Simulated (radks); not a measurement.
# Ba⁴³⁺ in [Ne] 3s2 3d1: an all-electron calculation

Wanted: eigenvalues, radial structure and energy terms of the barium ion Ba43+.

Program: radks (a radial shooting solver on a logarithmic mesh, Libxc functionals) version 1. Level of theory: Dirac Kohn-Sham, PBEsol, spin-unpolarised, spherical densities, finite nucleus; open shells fill j = l - 1/2 first. These are calculated values, not measurements, unless marked.

**1. Starting point**

```
element            : barium (Z = 56)
charge             : +43
electrons          : 13
configuration      : [Ne] 3s2 3d1
nuclear rms radius : 4.8378 fm
```

**2. The run**

Input:

```text
Z 56
configuration [Ne] 3s2 3d1 3p0 4s0 4d0 4f0
relativity Dirac
functional pbe_sol,pbe_sol
spin unpolarised
j_filling energy
nucleus finite rms 4.8378 fm
c 137.035999084
```

The run is started by

```bash
$ python run_ks.py task.json out
```

The same process makes all the runs of this session.

Q: Predict the outcome of this run.

**Answer**, as computed:

| quantity | value |
| --- | --- |
| total energy | -6398.3090 hartree |
| exchange-correlation share of it | 1.63 % |
| −T/E | 1.0808 |
| highest occupied level | 3d3/2, -3063.8 eV |
| most extended occupied level | 3s1/2, <r> = 0.260 bohr |
| radius at density 0.001 e/bohr³ | 0.708 bohr |
| maxima of the radial density | 2 |

The radial density shows 2 maxima for 3 occupied principal shells; where shells overlap, one shows as a shoulder or not at all. −T/E is 1.081: with relativity the kinetic term as defined here no longer equals −E. This is not the tabulated ground configuration, so its levels and sizes aren't those of the ground state, and no measured value stands beside it.
